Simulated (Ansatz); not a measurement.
# BF4HSi: a ladder of functionals and wavefunction methods

An exercise on one series of results from a longer session: the logs are not shown, and one member is left open.

Program: Ansatz 0.2.0, Gaussian basis. Level of theory: functionals in def2-TZVPP, the program's frozen cores in correlated methods. These are calculated values, not measurements.

Plan: LDA (SPW92), PBE-D4, revPBE-D4, BLYP-D4, r2SCAN-D4, B97M-V, PBE0-D4, B3LYP-D4, r2SCANh-D4, r2SCAN0-D4, HSE06-D4, BHLYP-D4, CAM-B3LYP-D4, LC-ωPBE, ωB97X-V, ωB97M-V, B2PLYP, PBE-QIDH; CCSD(T)/def2-SVP; CCSD(T)/def2-TZVPP; MP2/def2-QZVPP; extrapolation to the limit; RPA on PBE.

## The relaxed structure

An earlier PBE0-D4 in a triple-zeta def2 set relaxation fixed the geometry.

SMILES `FB[Si](F)(F)F`, 7 atoms, charge 0, spin multiplicity 1.

Atoms are counted from 1 here; the program's logs count them from 0.

Bond lengths: F1–B2 1.314 Å, B2–Si3 2.032 Å, B2–H7 1.199 Å, Si3–F4 1.581 Å, Si3–F5 1.581 Å, Si3–F6 1.579 Å. Angles: F1–B2–Si3 119.5°, F1–B2–H7 117.7°, Si3–B2–H7 122.8°, B2–Si3–F4 110.4°, B2–Si3–F5 110.4°, B2–Si3–F6 113.7°, F4–Si3–F5 107.3°, F4–Si3–F6 107.3°, F5–Si3–F6 107.3°.

As a file:

```
atom    x (Å)    y (Å)    z (Å)
  F1   0.6151  -1.3291   1.6311
  B2   0.7187  -0.9272   0.3839
 Si3  -0.4530   0.5946  -0.2784
  F4  -1.3539   0.1127  -1.4851
  F5   0.4389   1.7891  -0.8055
  F6  -1.4183   1.1795   0.8254
  H7   1.5137  -1.4875  -0.3170
```

Set-up of the first run:

in.yaml reads:

```yaml
crystal:
  periodic: [false, false, false]
  atoms:
    - {symbol: F, position_ang: [0.615116, -1.329056, 1.631132]}
    - {symbol: B, position_ang: [0.718749, -0.927224, 0.383872]}
    - {symbol: Si, position_ang: [-0.452958, 0.594564, -0.278401]}
    - {symbol: F, position_ang: [-1.353932, 0.112673, -1.485105]}
    - {symbol: F, position_ang: [0.438850, 1.789099, -0.805490]}
    - {symbol: F, position_ang: [-1.418336, 1.179539, 0.825419]}
    - {symbol: H, position_ang: [1.513712, -1.487494, -0.317025]}
basis:
  gaussian: {orbitals: def2-TZVPP}
hamiltonian: {xc: lda}
output: {orbitals: {seedname: orbitals}}
```

The run is started by

```bash
$ ansatz run in.yaml --threads 4 --pin off --events-out ev --progress --plain --max-ram 10444MiB
```

Among the steps run: LDA; PBE-D4 (GGA); revPBE-D4 (GGA); BLYP-D4 (GGA); r2SCAN-D4 (meta-GGA); B97M-V (meta-GGA); PBE0-D4 (hybrid); B3LYP-D4 (hybrid); r2SCANh-D4 (hybrid); r2SCAN0-D4 (hybrid); HSE06-D4 (hybrid); BHLYP-D4 (hybrid); CAM-B3LYP-D4 (range-separated); LC-ωPBE (range-separated); ωB97X-V (range-separated); ωB97M-V (range-separated); B2PLYP (double hybrid); PBE-QIDH (double hybrid).

One table of the session follows, with a row left open; its other results are not shown here.

It belongs to the step «Frontier levels by functional». 

| functional | HOMO (eV) | LUMO (eV) | gap (eV) |
| --- | --- | --- | --- |
| LDA (SPW92) | -7.83 | -3.81 | 4.02 |
| PBE-D4 | -7.68 | -3.48 | 4.20 |
| revPBE-D4 | ? | ? | ? |
| BLYP-D4 | -7.63 | -3.32 | 4.30 |
| r2SCAN-D4 | -8.00 | -3.19 | 4.82 |
| B97M-V | -8.07 | -3.30 | 4.77 |
| PBE0-D4 | -9.19 | -2.51 | 6.69 |
| B3LYP-D4 | -9.00 | -2.73 | 6.27 |
| r2SCANh-D4 | -8.56 | -2.84 | 5.72 |
| r2SCAN0-D4 | -9.40 | -2.33 | 7.07 |
| HSE06-D4 | -8.78 | -2.89 | 5.89 |
| BHLYP-D4 | -10.67 | -1.47 | 9.20 |
| CAM-B3LYP-D4 | -10.66 | -1.36 | 9.30 |
| LC-ωPBE | -11.94 | -0.09 | 11.86 |
| ωB97X-V | -11.60 | -0.19 | 11.41 |
| ωB97M-V | -11.41 | -0.44 | 10.97 |

Q: Estimate the row for revPBE-D4 from the others.

**Answer.** HOMO (eV): -7.61; LUMO (eV): -3.34; gap (eV): 4.27. In the column «HOMO (eV)» it is the highest.
